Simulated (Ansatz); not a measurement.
# Co3Si4Ni: the cost of one run

Method: DFT PBE, scalar-relativistic, plane waves, PAW, unless a step names another level, in Ansatz 0.2.0.

1 further run of the same task is left out (it didn't finish).

### 1 Starting point

The structure is orthorhombic, space group Pmm2 (No. 25). Conventional cell: a = 3.360 Å, b = 5.676 Å, c = 4.770 Å, α = 90.00°, β = 90.00°, γ = 90.00°. Co (site symmetry m) has 6 Si at 2.35 to 2.42 Å and 2 Ni at 2.70 Å and 2 Co at 2.70 Å as nearest neighbours. Around Co (site symmetry mm2) lie 6 Si at 2.33 to 2.41 Å. Si (site symmetry m) is surrounded by 4 Co at 2.33 to 2.42 Å and 2 Ni at 2.38 Å and 5 Si at 2.65 to 2.77 Å. Si (site symmetry mm2) has 6 Co at 2.35 to 2.41 Å and 4 Si at 2.65 Å as nearest neighbours. Si (site symmetry mm2) is surrounded by 4 Co at 2.35 Å and 2 Ni at 2.37 to 2.40 Å and 4 Si at 2.69 Å. Ni (site symmetry mm2) is surrounded by 6 Si at 2.37 to 2.40 Å and 4 Co at 2.70 Å.

As a file:

```
Co Si Ni
1.0
     3.36010    0.00000    0.00000
     0.00000    5.67629    0.00000
     0.00000    0.00000    4.77013
Co Si Ni
3 4 1
Cartesian
  1.6800 1.4176 3.1721
  1.6800 4.2587 3.1721
  0.0000 0.0000 1.6013
  1.6800 1.3832 0.7551
  1.6800 4.2931 0.7551
  0.0000 0.0000 4.0095
  0.0000 2.8381 4.0058
  0.0000 2.8381 1.6095
```

The cell was relaxed beforehand at this level, from a generated guess; it needn't be the stable form of this composition. At a tolerance of 0.05 Å it has space group Pmm2 (No. 25); it has 11.37 Å³/atom, an uncorrected energy of -0.43 eV/atom over the elements.

### 2 Static run: bands, density of states and charges

input.yaml reads:

```yaml
crystal:
  lattice:
    - [3.3600984642, 0.0, 0.0]
    - [0.0, 5.6762914952, 0.0]
    - [0.0, 0.0, 4.7701267119]
  atoms:
    - { symbol: Co, position: [0.5, 0.2497469027, 0.6649918441], spin: 0.41 }
    - { symbol: Co, position: [0.5, 0.7502530973, 0.6649918441], spin: 0.41 }
    - { symbol: Co, position: [0.0, 0.0, 0.3356936867], spin: -0.31 }
    - { symbol: Si, position: [0.5, 0.2436723219, 0.1583001535] }
    - { symbol: Si, position: [0.5, 0.7563276781, 0.1583001535] }
    - { symbol: Si, position: [0.0, 0.0, 0.8405460072] }
    - { symbol: Si, position: [0.0, 0.5, 0.83975859] }
    - { symbol: Ni, position: [0.0, 0.5, 0.3374177211], spin: -0.11 }
basis:
  ecutwfc: 420
kpoints:
  mp_grid: { grid: [12, 8, 8] }
  band_path:
    path:
      - [[0.0, 0.0, 0.0], [0.5, 0.0, 0.0], [0.5, 0.5, 0.0], [0.0, 0.5, 0.0], [0.0, 0.0, 0.0], [0.0, 0.0, 0.5], [0.5, 0.0, 0.5], [0.5, 0.5, 0.5], [0.0, 0.5, 0.5], [0.0, 0.0, 0.5]]
      - [[0.5, 0.0, 0.0], [0.5, 0.0, 0.5]]
      - [[0.0, 0.5, 0.0], [0.0, 0.5, 0.5]]
      - [[0.5, 0.5, 0.0], [0.5, 0.5, 0.5]]
    npoints: 14
hamiltonian:
  xc: pbe
scf:
  occupations: { method: gaussian, width: 0.1 }
  n_extra_bands: 20
output:
  forces: true
  stress: true
  eigenvalues: true
  populations: true
  dos: { projected: true, de: 0.02, nscf_kmesh: { grid: [15, 10, 10] } }
  bader: true
  write_density: true
  write_potential: true
  elf: true
  volumetric_format: npy
magnetization:
  spin_polarized: true
checkpoint:
  read: start.run
  write: ck
  compress: false
  write_wavefunctions: false
  write_every: 100000
```

Run with:

```
ansatz run input.yaml --threads 4 --pin off --max-ram 8192MiB --backend cpu --events-out ev --progress --plain --runs-dir out
```

Q: Estimate wall time and peak memory on 4 threads of AMD EPYC (Zen 3), shared host.

About 8.9 min, with a peak of 1.6 GiB.
